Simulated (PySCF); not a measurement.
# CeCl3(H2O): other functionals and bases at one geometry

An exercise on one series of results from a longer session: the logs are not shown, and one member is left open.

Program: PySCF 2.14.0. Level of theory: several levels, as the steps say, no spin–orbit coupling. These are calculated values, not measurements.

1 further run of the same task is left out (for a known fault of the program).

## The system as given

7 atoms, charge 0, spin multiplicity 1.

Bond lengths: Ce1–Cl2 2.607 Å, Ce1–Cl3 2.599 Å, Ce1–Cl4 2.607 Å, Ce1–O5 2.509 Å, O5–H6 0.966 Å, O5–H7 0.966 Å. Angles: Cl2–Ce1–Cl3 118.3°, Cl2–Ce1–Cl4 121.0°, Cl2–Ce1–O5 91.8°, Cl3–Ce1–Cl4 118.3°, Cl3–Ce1–O5 102.0°, Cl4–Ce1–O5 91.8°, Ce1–O5–H6 125.7°, Ce1–O5–H7 125.7°, H6–O5–H7 107.0°.

Geometry (Å):

```xyz
7
CeCl3H2O
Ce   -0.00776   -0.07317    0.07317
Cl    1.10439    1.98517    1.22293
Cl   -1.82495   -1.38695    1.38695
Cl    1.10439   -1.22293   -1.98517
O    -1.39842    1.40350   -1.40350
H    -1.62014    2.32780   -1.22931
H    -1.62014    1.22931   -2.32780
```

Formal oxidation states: Ce +3. Each metal's 1 4f electrons lie in its core potential, so multiplicities, spins and levels count the valence alone. An earlier session relaxed this geometry at PBE0, Ce lcecp-1-SVP with ECP47, Cl def2-SVP, O def2-SVP, H def2-SVP (singlet, point group Cs).

At PBE0 on the finer grid: E = -1488.542374 Eh, HOMO -8.35 eV, LUMO -1.52 eV, Mulliken charge on Ce1 +0.95 e, largest force component 0.010 eV/Å. 

Levels to run: PBE; wB97X; PBE0, TZVP. Hardware: 2 threads of Arm Neoverse V1, shared host.

The first run:

run.py (the lines that set the calculation)

```python
mol = gto.M(atom='''
Ce    -0.00776    -0.07317     0.07317
Cl     1.10439     1.98517     1.22293
Cl    -1.82495    -1.38695     1.38695
Cl     1.10439    -1.22293    -1.98517
O     -1.39842     1.40350    -1.40350
H     -1.62014     2.32780    -1.22931
H     -1.62014     1.22931    -2.32780''',
    basis={'Ce': 'lcecp-1-SVP', 'Cl': 'def2-SVP', 'O': 'def2-SVP', 'H': 'def2-SVP'},
    ecp={'Ce': 'lcecp-1-SVP'},
    charge=0, spin=0)
mf = dft.RKS(mol, xc='PBE')
mf.grids.atom_grid = (75, 302)  # f atoms: unpruned, at least (60, 302)
mf = mf.density_fit()  # fitting sets: Ce AutoAux, Cl def2-universal-JKFIT, O def2-universal-JKFIT, H def2-universal-JKFIT
mf.conv_tol = 1e-08; mf.max_cycle = 55
mf.kernel(dm0)  # dm0: the density of the relaxed state
```

The run is started by

```console
> OMP_NUM_THREADS=2 python run.py
```

Steps of the session up to this table: PBE; wB97X; PBE0, TZVP.

One of the session's tables, all rows but one given; the rest of the session is left out.

```
              level  HOMO (eV)  gap (eV)  charge on Ce1 (e)  dipole (D)  largest force component (eV/Å)
PBE0 (relaxed here)      -8.35      6.83               0.95        5.41                            0.01
                PBE          ?         ?                  ?           ?                               ?
              wB97X     -10.71     10.98               0.98        5.48                            0.08
         PBE0, TZVP      -8.48      6.80               1.44        5.34                            0.24
```

Q: Estimate the row for PBE from the others.

As computed: HOMO (eV): -6.94; gap (eV): 4.71; charge on Ce1 (e): 0.75; dipole (D): 5.34; largest force component (eV/Å): 0.48. In the column «HOMO (eV)» it is the highest.

In one basis the HOMO–LUMO gap runs from 4.71 eV (PBE) to 10.98 eV (wB97X). The largest leftover force, 0.48 eV/Å with PBE, stands at a geometry relaxed at another level. With 4f in the core, its levels are missing from HOMO and gap, and its count is fixed, so no charge can pass from the ligands into it. Total energies of different levels can't be compared.
